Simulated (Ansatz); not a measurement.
Consider vertical spin-state energies of CH₆AlBOS, SMILES C[S][AlH][BH]O (Ansatz 0.2.0, Python API).

`ch6albos_spin.py`:
```python
"""Gap between spin states of CH6AlBOS at one geometry."""

import warnings

import ansatz as az


def main() -> None:
    warnings.simplefilter("ignore", az.DeckWarning)

    ch6albos = (
        az.Crystal.molecule()
        .atom("C", (-1.0448, 1.8282, -0.3375))
        .atom("S", (-1.609, 0.2497, -0.9978))
        .atom("Al", (0.4587, -0.6281, -0.9916))
        .atom("B", (1.2694, -1.5448, 0.7241))
        .atom("O", (0.3505, -1.6466, 1.8963))
        .atom("H", (-1.9869, 2.5401, -0.2615))
        .atom("H", (-0.608, 1.7591, 0.6591))
        .atom("H", (-0.3317, 2.3693, -1.049))
        .atom("H", (1.4294, -0.4871, -2.2245))
        .atom("H", (2.2898, -2.0034, 0.7709))
        .atom("H", (-0.1521, -2.4934, 1.8321))
    )

    setup = (
        ch6albos.calculation()
        .basis(gaussian="cc-pVDZ")
        .functional("r2scan")
    )
    found = {}
    for unpaired in [0, 2, 4]:
        rep = setup.spin("collinear", total=unpaired).run(threads=1).report
        s = unpaired / 2
        found[unpaired] = rep["free_energy_ev"]
        print(f"2S+1 = {unpaired + 1}: E = {found[unpaired]:.5f} eV, <S^2> = {abs(rep['mean_field']['state']['spin_squared']):.3f} (pure state {s * (s + 1):.2f})")
    lowest = min(found, key=found.get)
    for unpaired, e in found.items():
        print(f"multiplicity {unpaired + 1}: {(e - found[lowest]):.3f} eV above the lowest")


if __name__ == "__main__":
    main()
```

Which spin state is lowest at this geometry, and how far above lie the others?

In order: multiplicity 1 (+0.00 eV), multiplicity 3 (+1.13 eV) and multiplicity 5 (+5.71 eV), all at the one geometry.

The run itself:

```console
$ python ch6albos_spin.py
2S+1 = 1: E = -21286.59713 eV, <S^2> = 0.000 (pure state 0.00)
2S+1 = 3: E = -21285.46773 eV, <S^2> = 2.006 (pure state 2.00)
2S+1 = 5: E = -21280.88464 eV, <S^2> = 6.013 (pure state 6.00)
multiplicity 1: 0.000 eV above the lowest
multiplicity 3: 1.129 eV above the lowest
multiplicity 5: 5.712 eV above the lowest
```

Total energies depend on the basis set; only differences at equal settings carry meaning. The geometry is a force-field or estimated start, not a minimum of this method, and the basis set is short of its limit. All parts are taken at fixed geometry, without zero-point energy. The whole script took 76 s on 1 thread of Arm Neoverse V1, with other jobs on the host, peak memory 0.34 GiB.

(Lines on the test bed's own set-up are left out of the output.)
